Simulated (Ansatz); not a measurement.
# CH8B2Si: geometry and vibrations

Aim: relax CH8B2Si from a cheap starting geometry, check the end point by its vibrations and derive ideal-gas thermochemistry, and look at its orbitals and charge.

Method: RKS PBE0-D4/def2-TZVP; program: Ansatz 0.2.0, Gaussian basis.

The runs, in order: relaxation at PBE-D4/def2-SVP; relaxation at PBE0-D4/def2-TZVP; harmonic vibrations at the same level; a single point in def2-TZVPP for the fields.

## Step 1: The starting structure

SMILES `BBC[SiH3]`, 12 atoms, charge 0, spin multiplicity 1.

Atoms are counted from 1 here; the program's logs count them from 0.

Bond lengths: B1–B2 1.606 Å, B1–H5 1.238 Å, B1–H6 1.166 Å, B2–C3 1.576 Å, B2–H7 1.197 Å, C3–Si4 1.951 Å, C3–H8 1.047 Å, C3–H9 1.172 Å, Si4–H10 1.418 Å, Si4–H11 1.463 Å, Si4–H12 1.463 Å. Angles: B2–B1–H5 119.1°, B2–B1–H6 125.1°, H5–B1–H6 115.7°, B1–B2–C3 118.2°, B1–B2–H7 120.9°, C3–B2–H7 120.9°, B2–C3–Si4 110.2°, B2–C3–H8 112.2°, B2–C3–H9 108.3°, Si4–C3–H8 109.1°, Si4–C3–H9 106.3°, H8–C3–H9 110.5°, C3–Si4–H10 109.1°, C3–Si4–H11 106.1°, C3–Si4–H12 105.5°, H10–Si4–H11 113.1°, H10–Si4–H12 112.4°, H11–Si4–H12 110.1°.

As a file:

```
B    -1.78670    1.41940    0.71090
B    -0.49920    0.83880   -0.05410
C    -0.02320   -0.62290    0.29130
Si    1.60520   -1.05230   -0.69320
H    -2.20690    2.54510    0.41460
H    -2.41650    0.83720    1.50040
H     0.09570    1.50720   -0.84920
H    -0.75420   -1.33990    0.07280
H     0.26140   -0.65890    1.42770
H     2.60950   -0.10540   -0.36630
H     1.96010   -2.42020   -0.31360
H     1.23190   -1.00320   -2.10740
```

The start is a force-field geometry with small random shifts, so a cheaper pass at PBE-D4/def2-SVP comes first.

## Step 2: Geometry optimisation, PBE-D4/def2-SVP (cheap first pass)

in.yaml

```yaml
crystal:
  periodic: [false, false, false]
  atoms:
    - {symbol: B, position_ang: [-1.786700, 1.419400, 0.710900]}
    - {symbol: B, position_ang: [-0.499200, 0.838800, -0.054100]}
    - {symbol: C, position_ang: [-0.023200, -0.622900, 0.291300]}
    - {symbol: Si, position_ang: [1.605200, -1.052300, -0.693200]}
    - {symbol: H, position_ang: [-2.206900, 2.545100, 0.414600]}
    - {symbol: H, position_ang: [-2.416500, 0.837200, 1.500400]}
    - {symbol: H, position_ang: [0.095700, 1.507200, -0.849200]}
    - {symbol: H, position_ang: [-0.754200, -1.339900, 0.072800]}
    - {symbol: H, position_ang: [0.261400, -0.658900, 1.427700]}
    - {symbol: H, position_ang: [2.609500, -0.105400, -0.366300]}
    - {symbol: H, position_ang: [1.960100, -2.420200, -0.313600]}
    - {symbol: H, position_ang: [1.231900, -1.003200, -2.107400]}
basis:
  gaussian: {orbitals: def2-SVP}
hamiltonian: {xc: pbe, dispersion: d4}
relax: {f_tol: 0.03, max_steps: 200}
```

Command:

```bash
$ ansatz run in.yaml --threads 2 --pin off --events-out ev --progress --plain --max-ram 4352MiB
```

What it wrote, cut to the lines that bear on the results:

```text
Functional definition: PBE
  name "PBE"
  cite "Perdew, Burke & Ernzerhof, Phys. Rev. Lett. 77, 3865 (1996) doi:10.1103/PhysRevLett.77.3865"
  parent pbe
[...]
1126 factors; their error is unknown
[...]
mean field -10381.83826124 eV, -381.5255190379 hartree, gradient 1.5e-5 eV, S^2 0.000000; 0 other end points of the search recorded, 0 dependent functions left out
[...]
reference -10381.83830170 eV, -381.5255205248 hartree; 19, 19 occupied and 81, 81 virtual orbitals, 1126 factors
relax step   1: F+E_penalty+E_count = -10382.05239979 eV  Δ(F+E_penalty+E_count) = +0.000e0 eV  max|allowed force component| = 3.580e0 eV/Å  Δτ_max = 0.0000 Å  (26 SCF iters, accepted)
[...]
relax step   7: F+E_penalty+E_count = -10383.30982329 eV  Δ(F+E_penalty+E_count) = -1.175e-1 eV  max|allowed force component| = 2.679e-1 eV/Å  Δτ_max = 0.1992 Å  (25 SCF iters, accepted)
[...]
relax step  13: F+E_penalty+E_count = -10383.48395190 eV  Δ(F+E_penalty+E_count) = -1.837e-2 eV  max|allowed force component| = 2.494e-1 eV/Å  Δτ_max = 0.0578 Å  (27 SCF iters, accepted)
[...]
relax step  19: F+E_penalty+E_count = -10383.51702579 eV  Δ(F+E_penalty+E_count) = -1.376e-3 eV  max|allowed force component| = 4.661e-2 eV/Å  Δτ_max = 0.0995 Å  (27 SCF iters, accepted)
[...]
1126 factors; their error is unknown
[...]
mean field -10383.30133719 eV, -381.5792860874 hartree, gradient 2.2e-5 eV, S^2 0.000000; 1 other end points of the search recorded, 0 dependent functions left out
[...]
reference -10383.30137727 eV, -381.5792875600 hartree; 19, 19 occupied and 81, 81 virtual orbitals, 1126 factors
Total energy: -10383.51904455 eV, -381.5872866853 hartree
Atom 0 at    -1.714242     1.388496     0.174726 Å, force    -0.005971     0.003714    -0.013207 eV/Å
Atom 1 at    -0.298283     0.750998     0.726025 Å, force    -0.012095     0.003489    -0.005825 eV/Å
Atom 2 at     0.234234    -0.709665     0.746081 Å, force     0.008294    -0.004420     0.025346 eV/Å
Atom 3 at     1.169424    -0.960545    -0.904094 Å, force     0.010642    -0.000664    -0.021916 eV/Å
Atom 4 at    -1.868957     1.739175    -0.986499 Å, force    -0.000538     0.000075     0.008729 eV/Å
Atom 5 at    -2.648917     1.639206     0.921729 Å, force     0.006966    -0.003614    -0.000891 eV/Å
Atom 6 at     0.474053     1.632291     1.111597 Å, force     0.007116    -0.003915     0.002412 eV/Å
Atom 7 at    -0.543375    -1.501721     0.758782 Å, force     0.005279     0.003780    -0.002103 eV/Å
Atom 8 at     0.993791    -0.908585     1.531697 Å, force    -0.009185    -0.000674    -0.005620 eV/Å
Atom 9 at     2.261542     0.061279    -1.066728 Å, force    -0.010411    -0.008071     0.001764 eV/Å
Atom 10 at     1.791035    -2.332452    -0.908115 Å, force    -0.006059     0.011328     0.001159 eV/Å
Atom 11 at     0.226795    -0.853576    -2.071300 Å, force     0.005961    -0.001026     0.010155 eV/Å
Dipole moment:     0.058016    -0.185012     0.073246 e Å
```

It took 45 s on 2 threads of Arm Neoverse V1, shared host.

The steps of the relaxation: (the energy doesn't fall at every step)

| step | energy from step 1 (eV) | largest force component (eV/Å) |
| --- | --- | --- |
| 1 | 0.0000 | 3.5804 |
| 2 | -0.5917 | 0.9620 |
| 3 | -0.7442 | 0.2991 |
| 4 | -0.8413 | 0.6271 |
| 5 | -0.9610 | 0.6540 |
| 6 | -1.1399 | 0.5078 |
| 7 | -1.2574 | 0.2679 |
| 8 | -1.3153 | 0.2016 |
| 9 | -1.3289 | 0.6028 |
| 10 | -1.3793 | 0.3597 |
| 11 | -1.4002 | 0.3448 |
| 12 | -1.4132 | 0.3648 |
| 13 | -1.4316 | 0.2494 |
| 14 | -1.4359 | 0.6004 |
| 15 | -1.4510 | 0.1782 |
| 16 | -1.4258 | 0.2483 |
| 17 | -1.4608 | 0.0613 |
| 18 | -1.4632 | 0.0461 |
| 19 | -1.4646 | 0.0466 |
| 20 | -1.4648 | 0.0817 |
| 21 | -1.4657 | 0.0373 |
| 22 | -1.4653 | 0.0984 |
| 23 | -1.4661 | 0.0197 |
| 24 | -1.4664 | 0.0288 |
| 25 | -1.4666 | 0.0253 |

The force was under the threshold of 0.03 eV/Å already at step 23, but the program went on to step 25.

Distances of close pairs at the start and the end, largest changes first:

| bond | before (Å) | after (Å) | change (Å) |
| --- | --- | --- | --- |
| Si4–H10 | 1.418 | 1.504 | +0.086 |
| C3–H8 | 1.047 | 1.110 | +0.063 |
| C3–H9 | 1.172 | 1.111 | -0.061 |
| B1–H6 | 1.166 | 1.222 | +0.057 |
| Si4–H11 | 1.463 | 1.506 | +0.043 |
| B1–B2 | 1.606 | 1.648 | +0.042 |
| Si4–H12 | 1.463 | 1.504 | +0.041 |
| C3–Si4 | 1.951 | 1.913 | -0.037 |

## Step 3: Geometry optimisation, PBE0-D4/def2-TZVP

in.yaml

```yaml
crystal:
  periodic: [false, false, false]
  atoms:
    - {symbol: B, position_ang: [-1.714242, 1.388496, 0.174726]}
    - {symbol: B, position_ang: [-0.298283, 0.750998, 0.726025]}
    - {symbol: C, position_ang: [0.234234, -0.709665, 0.746081]}
    - {symbol: Si, position_ang: [1.169424, -0.960545, -0.904094]}
    - {symbol: H, position_ang: [-1.868957, 1.739175, -0.986499]}
    - {symbol: H, position_ang: [-2.648917, 1.639206, 0.921729]}
    - {symbol: H, position_ang: [0.474053, 1.632291, 1.111597]}
    - {symbol: H, position_ang: [-0.543375, -1.501721, 0.758782]}
    - {symbol: H, position_ang: [0.993791, -0.908585, 1.531697]}
    - {symbol: H, position_ang: [2.261542, 0.061279, -1.066728]}
    - {symbol: H, position_ang: [1.791035, -2.332452, -0.908115]}
    - {symbol: H, position_ang: [0.226795, -0.853576, -2.071300]}
basis:
  gaussian: {orbitals: def2-TZVP}
hamiltonian: {xc: pbe0, dispersion: d4}
relax: {f_tol: 0.005, max_steps: 150}
```

The command is unchanged.

What it wrote, cut to the lines that bear on the results:

```text
Functional definition: PBE0
  name "PBE0"
  cite "Adamo & Barone, J. Chem. Phys. 110, 6158 (1999) doi:10.1063/1.478522"
  cite "Perdew, Burke & Ernzerhof, Phys. Rev. Lett. 77, 3865 (1996) doi:10.1103/PhysRevLett.77.3865"
  parent pbe
[...]
1138 factors; their error is unknown
[...]
mean field -10390.40435876 eV, -381.8403173153 hartree, gradient 5.8e-5 eV, S^2 0.000000; 0 other end points of the search recorded, 0 dependent functions left out
[...]
reference -10390.40439760 eV, -381.8403187426 hartree; 19, 19 occupied and 159, 159 virtual orbitals, 1138 factors
relax step   1: F+E_penalty+E_count = -10390.58896589 eV  Δ(F+E_penalty+E_count) = +0.000e0 eV  max|allowed force component| = 4.508e-1 eV/Å  Δτ_max = 0.0000 Å  (26 SCF iters, accepted)
[...]
Atom 2 at     0.228532    -0.685545     0.733836 Å, force     0.002062    -0.002195    -0.001100 eV/Å
Atom 3 at     1.153458    -0.950272    -0.895689 Å, force    -0.001152     0.001830     0.000722 eV/Å
Atom 4 at    -1.851320     1.694375    -0.977134 Å, force     0.001122    -0.000489     0.000522 eV/Å
Atom 5 at    -2.625015     1.568068     0.897957 Å, force     0.000095     0.000769    -0.000209 eV/Å
Atom 6 at     0.506877     1.617242     1.130080 Å, force    -0.000865     0.000059     0.001222 eV/Å
Atom 7 at    -0.555810    -1.448339     0.739089 Å, force     0.000595     0.000145     0.000683 eV/Å
Atom 8 at     0.964192    -0.904489     1.513768 Å, force    -0.001015    -0.000286    -0.000090 eV/Å
Atom 9 at     2.233952     0.055827    -1.065571 Å, force     0.000304    -0.000711     0.000027 eV/Å
Atom 10 at     1.762075    -2.306626    -0.895541 Å, force    -0.000742     0.000453     0.000445 eV/Å
Atom 11 at     0.219109    -0.844698    -2.046240 Å, force     0.000233    -0.000400    -0.000153 eV/Å
Dipole moment:     0.033540    -0.165617     0.088190 e Å
```

Run time: 43 s. Hardware: 2 threads of Arm Neoverse V1, shared host.

The steps of the relaxation:

| step | energy from step 1 (eV) | largest force component (eV/Å) |
| --- | --- | --- |
| 1 | 0.0000 | 0.4508 |
| 2 | -0.0378 | 0.1288 |
| 3 | -0.0414 | 0.0993 |
| 4 | -0.0419 | 0.0563 |
| 5 | -0.0420 | 0.0648 |
| 6 | -0.0425 | 0.0195 |
| 7 | -0.0424 | 0.0190 |
| 8 | -0.0426 | 0.0069 |
| 9 | -0.0426 | 0.0038 |

Distances of close pairs at the start and the end, largest changes first:

| bond | before (Å) | after (Å) | change (Å) |
| --- | --- | --- | --- |
| B2–H7 | 1.234 | 1.210 | -0.024 |
| B1–H5 | 1.223 | 1.201 | -0.022 |
| B1–H6 | 1.222 | 1.201 | -0.021 |
| C3–Si4 | 1.913 | 1.892 | -0.021 |
| Si4–H11 | 1.506 | 1.487 | -0.020 |
| Si4–H10 | 1.504 | 1.486 | -0.018 |
| Si4–H12 | 1.504 | 1.486 | -0.018 |
| C3–H9 | 1.111 | 1.094 | -0.016 |

Mulliken charges at the end point, from the run's report:

| atom | value (e) |
| --- | --- |
| B1 | -0.11 |
| B2 | -0.01 |
| C3 | -0.34 |
| Si4 | 0.13 |
| H5 | 0.03 |
| H6 | 0.03 |
| H7 | 0.03 |
| H8 | 0.14 |
| H9 | 0.14 |
| H10 | -0.02 |
| H11 | -0.02 |
| H12 | -0.02 |

## Step 4: Force constants and modes

in.yaml

```yaml
crystal:
  periodic: [false, false, false]
  atoms:
    - {symbol: B, position_ang: [-1.691478, 1.371311, 0.168337]}
    - {symbol: B, position_ang: [-0.267472, 0.778048, 0.731009]}
    - {symbol: C, position_ang: [0.228532, -0.685545, 0.733836]}
    - {symbol: Si, position_ang: [1.153458, -0.950272, -0.895689]}
    - {symbol: H, position_ang: [-1.851320, 1.694375, -0.977134]}
    - {symbol: H, position_ang: [-2.625015, 1.568068, 0.897957]}
    - {symbol: H, position_ang: [0.506877, 1.617242, 1.130080]}
    - {symbol: H, position_ang: [-0.555810, -1.448339, 0.739089]}
    - {symbol: H, position_ang: [0.964192, -0.904489, 1.513768]}
    - {symbol: H, position_ang: [2.233952, 0.055827, -1.065571]}
    - {symbol: H, position_ang: [1.762075, -2.306626, -0.895541]}
    - {symbol: H, position_ang: [0.219109, -0.844698, -2.046240]}
basis:
  gaussian: {orbitals: def2-TZVP}
hamiltonian: {xc: pbe0, dispersion: d4}
phonons: {temperatures: {t_min: 298.15, t_max: 900, t_step: 200}}
```

Same command.

What it wrote, cut to the lines that bear on the results:

```text
Functional definition: PBE0
  name "PBE0"
  cite "Adamo & Barone, J. Chem. Phys. 110, 6158 (1999) doi:10.1063/1.478522"
  cite "Perdew, Burke & Ernzerhof, Phys. Rev. Lett. 77, 3865 (1996) doi:10.1103/PhysRevLett.77.3865"
  parent pbe
[...]
1138 factors; their error is unknown
[...]
mean field -10390.44525890 eV, -381.8418203679 hartree, gradient 6.1e-5 eV, S^2 0.000000; 0 other end points of the search recorded, 0 dependent functions left out
[...]
reference -10390.44529754 eV, -381.8418217877 hartree; 19, 19 occupied and 159, 159 virtual orbitals, 1138 factors
[...]
1138 factors; their error is unknown
[...]
mean field -10390.44512658 eV, -381.8418155053 hartree, gradient 1.8e-6 eV, S^2 0.000000; 0 other end points of the search recorded, 0 dependent functions left out
[...]
Atom 5 at    -2.625015     1.568068     0.897957 Å, force     0.000098     0.000770    -0.000217 eV/Å
Atom 6 at     0.506877     1.617242     1.130080 Å, force    -0.000859     0.000053     0.001225 eV/Å
Atom 7 at    -0.555810    -1.448339     0.739089 Å, force     0.000589     0.000132     0.000682 eV/Å
Atom 8 at     0.964192    -0.904489     1.513768 Å, force    -0.001018    -0.000280    -0.000097 eV/Å
Atom 9 at     2.233952     0.055827    -1.065571 Å, force     0.000303    -0.000695     0.000027 eV/Å
Atom 10 at     1.762075    -2.306626    -0.895541 Å, force    -0.000742     0.000451     0.000449 eV/Å
Atom 11 at     0.219109    -0.844698    -2.046240 Å, force     0.000247    -0.000404    -0.000158 eV/Å
Dipole moment:     0.033541    -0.165618     0.088189 e Å
Vibrations: 54.34 111.93 178.87 203.41 346.60 457.31 557.85 587.55 663.44 724.33 783.98 873.54 925.15 940.80 949.06 950.91 984.57 1023.91 1071.62 1137.20 1237.74 1433.06 2223.68 2230.31 2233.13 2518.82 2561.08 2623.06 3055.36 3117.83 cm⁻¹, zero-point energy 2.278857 eV
```

Run time: 3.5 min. Hardware: 2 threads of Arm Neoverse V1, shared host.

Motions are named by where the mode's potential energy lies. Wavenumbers, unscaled:

| mode | cm⁻¹ | motion |
| --- | --- | --- |
| 1 | 54 | torsion |
| 2 | 112 | torsion |
| 3 | 179 | bend with torsion |
| 4 | 203 | bend |
| 5 | 347 | torsion with bend |
| 6 | 457 | torsion with bend |
| 7 | 558 | bend with torsion |
| 8 | 588 | bend |
| 9 | 663 | Si–C stretch |
| 10 | 724 | bend with B–B stretch |
| 11 | 784 | torsion with bend |
| 12 | 874 | torsion with bend |
| 13 | 925 | bend |
| 14 | 941 | torsion with bend |
| 15 | 949 | bend with torsion |
| 16 | 951 | bend with torsion |
| 17 | 985 | torsion with bend |
| 18 | 1024 | bend with torsion |
| 19 | 1072 | bend with B–C stretch |
| 20 | 1137 | bend |
| 21 | 1238 | bend with B–B stretch |
| 22 | 1433 | bend |
| 23 | 2224 | Si–H stretch |
| 24 | 2230 | Si–H stretch |
| 25 | 2233 | Si–H stretch |
| 26 | 2519 | B–H stretch |
| 27 | 2561 | B–H stretch |
| 28 | 2623 | B–H stretch |
| 29 | 3055 | C–H stretch |
| 30 | 3118 | C–H stretch |

Ideal gas, rigid rotor and harmonic oscillator at 298.15 K and 1 bar, with symmetry number 1:

| term | value |
| --- | --- |
| zero-point energy | 219.9 kJ/mol |
| H(298) − E | 241.3 kJ/mol |
| entropy, translation | 161.8 J/(mol K) |
| entropy, rotation | 107.4 J/(mol K) |
| entropy, vibration | 71.7 J/(mol K) |
| entropy, total | 340.9 J/(mol K) |

## Step 5: Orbitals, density and potential

in.yaml: that of step 4 with these lines changed.

```diff
@@ -16,4 +16,4 @@
 basis:
-  gaussian: {orbitals: def2-TZVP}
+  gaussian: {orbitals: def2-TZVPP}
 hamiltonian: {xc: pbe0, dispersion: d4}
-phonons: {temperatures: {t_min: 298.15, t_max: 900, t_step: 200}}
+output: {orbitals: {seedname: orbitals}}
```

The command is unchanged.

What it wrote:

```text
Functional definition: PBE0
  name "PBE0"
  cite "Adamo & Barone, J. Chem. Phys. 110, 6158 (1999) doi:10.1063/1.478522"
  cite "Perdew, Burke & Ernzerhof, Phys. Rev. Lett. 77, 3865 (1996) doi:10.1103/PhysRevLett.77.3865"
  parent pbe
  parameter a = 0.25
  parameter kappa = 0.804
  parameter beta = 0.06672455060314922
  exchange = (1 - a)*pbe_x(kappa = kappa, mu = beta*pi^2/3) + a*exact_x
  correlation = pbe_c(beta = beta)
1281 factors; their error is unknown
mean field evaluation 1: about -10384.5607 eV, gradient 4.9e1 eV
mean field evaluation 2: about -10381.8638 eV, gradient 5.5e1 eV
mean field evaluation 4: about -10390.4767 eV, gradient 1.6e0 eV
mean field evaluation 8: about -10390.4910 eV, gradient 4.4e-2 eV
mean field -10390.49096973 eV, -381.8435002100 hartree, gradient 7.1e-5 eV, S^2 0.000000; 0 other end points of the search recorded, 0 dependent functions left out
reference -10390.49100812 eV, -381.8435016206 hartree; 19, 19 occupied and 228, 228 virtual orbitals, 1281 factors
Total energy: -10390.67732321 eV, -381.8503485740 hartree
```

It took 4.3 s on 2 threads of Arm Neoverse V1, shared host.

The fields below are evaluated on a grid from the run's orbitals.

Frontier orbitals at PBE0-D4/def2-TZVPP, with the share of their density that lies nearest to each atom:

| orbital | energy (eV) | lies on |
| --- | --- | --- |
| HOMO-1 | -9.03 | C3 30 %; H11 15 %; B2 14 % |
| HOMO | -8.08 | B1, B2 about 28 % each; H7 15 %; H5, H6 about 8 % each |
| LUMO | -1.63 | B1 50 %; H5, H6 about 15 % each; H7 7 % |

ELF in a plane through or near 5 of the atoms.

Ten even steps from ' ' (0.00) to '@' (1.00):
```
                                                        
                                                        
                                                        
                    --++==..                            
                  ++@@@@@@**::                          
                  ++@@@@@@##--::                        
                  --%%@@@@##**++..      ..::--..        
        ..==--::  ..++%%++==%%##::::----++##%%##::      
      ..##@@@@%%==::**##::::@@++::####**%%@@@@@@**      
      ==@@@@@@@@%%::--%%%%##%%==++@@####@@@@@@@@%%..    
      **@@@@@@@@**==##::**++--==%%%%==--%%@@@@@@**      
      ==@@@@@@@@--++**..--..  ::****--..****++==..      
      ..++####++::..--%%##::    ==%%@@@@%%**::          
          ......--%%@@@@@@**    ++@@@@@@@@%%--          
                ==@@@@@@@@%%    ++@@@@@@@@@@==          
                --@@@@@@@@##    ::@@@@@@@@%%::          
                ..++%%%%##::      ..==++::..            
                    ....                                
                                                        
                                                        
```
The map spans 11.5 Å across and 8.8 Å up, centred on the molecule. Atoms in the plane (x, y in Å): B1 (2.2, -0.4), C3 (-0.4, 0.9), Si4 (-1.7, -0.5), H5 (2.2, -1.6), H9 (-0.9, 1.8).

log10 of the density (e/Å³) in the same plane.

Ten even steps from ' ' (-4.0) to '@' (1.4):
```
                                                        
                                                        
                  ....::::......                        
                ..::--------::::....                    
              ..::--==++++++==----::........            
          ....::--==++####**++====----::::::....        
        ..::::----==**######**++++====--------::..      
      ..::--======++**####%%##****++++++++====--::..    
    ..::--==++++++++**##%%%%####************++==--::    
    ..--==++**********######################**++--::..  
    ::--==++**####@@@@##**********##@@@@##****==--::..  
    ..--==++******@@@@##**++++++****####****++==--::    
    ..::--==++++****####**++====++**####**++==--::..    
      ..::--====++**####**++====++**####**++==--::      
      ....::----==++******==----==++****++==--::..      
          ..::--====++++++==--::--====++==--::..        
            ....::--------::::..::::----::::..          
                ..::::::::....  ............            
                  ........                              
                                                        
```
The map spans 11.5 Å across and 8.8 Å up, centred on the molecule. Atoms in the plane (x, y in Å): B1 (2.2, -0.4), C3 (-0.4, 0.9), Si4 (-1.7, -0.5), H5 (2.2, -1.6), H9 (-0.9, 1.8).

On the surface of density 0.002 e/bohr³ the electrostatic potential runs, from the 1st to the 99th percentile, from -0.34 to 1.39 V.

## Step 6: What came out

| quantity | value |
| --- | --- |
| point group | C1 |
| steps | 25 + 9 |
| shift from the start (rms) | 1.013 Å |
| total energy | -10390.6316 eV |
| dispersion term | -186 meV |
| dipole moment | 0.92 D |
| lowest, highest wavenumber | 54, 3118 cm⁻¹ |
| zero-point energy | 219.9 kJ/mol |
| entropy at 298.15 K | 340.9 J/(mol K) |
| HOMO, LUMO | -8.08, -1.63 eV |

What this shows: The atoms moved 1.01 Å (rms) from the start; the bond that changed most is C3–H9, from 1.172 to 1.094 Å. All wavenumbers are real, so the end point is a minimum. The stiffest mode, 3118 cm⁻¹, is a C–H stretch, and 3 modes under 200 cm⁻¹ make the vibrational entropy uncertain. Harmonic hybrid wavenumbers usually lie a few per cent above measured fundamentals. The largest Mulliken charge, -0.34 e, sits on C3. The HOMO lies mostly on B1, B2 about 28 % each; H7 15 % and the LUMO on B1 50 %; H5, H6 about 15 % each.
